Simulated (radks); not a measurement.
# The Coulomb parameter U of the 5d shell of Au⁺

Aim: U as the second difference [E(n + 0.5) + E(n − 0.5) − 2E(n)]/0.5², with all orbitals relaxed. Bare: the atom's charge changes with n. Screened: the 6p shell takes up the change. The start is a model configuration, not necessarily the ground state.

Method: scalar-relativistic Kohn-Sham, r2SCAN, spin-unpolarised, spherical densities, finite nucleus. Code: radks (a radial shooting solver on a logarithmic mesh, Libxc functionals) version 1.

## (1) What is computed

```
element            : gold (Z = 79)
charge             : +1
electrons          : 78
configuration      : [Xe] 4f14 5d9 6p1
nuclear rms radius : 5.4371 fm
```

The outer shells:

Au⁺
```
[Xe] core
4f [↑↓][↑↓][↑↓][↑↓][↑↓][↑↓][↑↓]
5d [↑↓][↑↓][↑↓][↑↓][↑ ]
6p [↑ ][  ][  ]
```

## (2) Start: [Xe] 4f14 5d9 6p1

Input:

```text
Z 79
configuration [Xe] 4f14 5d9 6p1
relativity scalar-relativistic
functional r2scan,r2scan
spin unpolarised
nucleus finite rms 5.4371 fm
c 137.035999084
```

## (3) Bare +0.5: [Xe] 4f14 5d9.5 6p1

Settings, as their differences from step 2:

```diff
@@ -1,3 +1,3 @@
 Z 79
-configuration [Xe] 4f14 5d9 6p1
+configuration [Xe] 4f14 5d9.5 6p1
 relativity scalar-relativistic
```

## (4) Bare -0.5: [Xe] 4f14 5d8.5 6p1

Settings, as their differences from step 3:

```diff
@@ -1,3 +1,3 @@
 Z 79
-configuration [Xe] 4f14 5d9.5 6p1
+configuration [Xe] 4f14 5d8.5 6p1
 relativity scalar-relativistic
```

## (5) Screened +0.5: [Xe] 4f14 5d9.5 6p0.5

Settings, as their differences from step 4:

```diff
@@ -1,3 +1,3 @@
 Z 79
-configuration [Xe] 4f14 5d8.5 6p1
+configuration [Xe] 4f14 5d9.5 6p0.5
 relativity scalar-relativistic
```

## (6) Screened -0.5: [Xe] 4f14 5d8.5 6p1.5

Input:

```text
Z 79
configuration [Xe] 4f14 5d8.5 6p1.5
relativity scalar-relativistic
functional r2scan,r2scan
spin unpolarised
nucleus finite rms 5.4371 fm
c 137.035999084
```

Q: Predict the outcome of this session.

As calculated:

```csv
quantity,value (eV)
"U, bare",11.411
"U, screened by 6p",2.496
"F0(5d,5d), frozen orbitals",16.384
```

Relaxing the orbitals brings U down to 70 % of the Slater integral F0. Letting 6p compensate leaves 22 % of the bare value; this second difference measures U(5d,5d) + U(6p,6p) − 2U(5d,6p). A solid screens further than the bare atom, so the bare value is an upper guide for the U of a crystal.
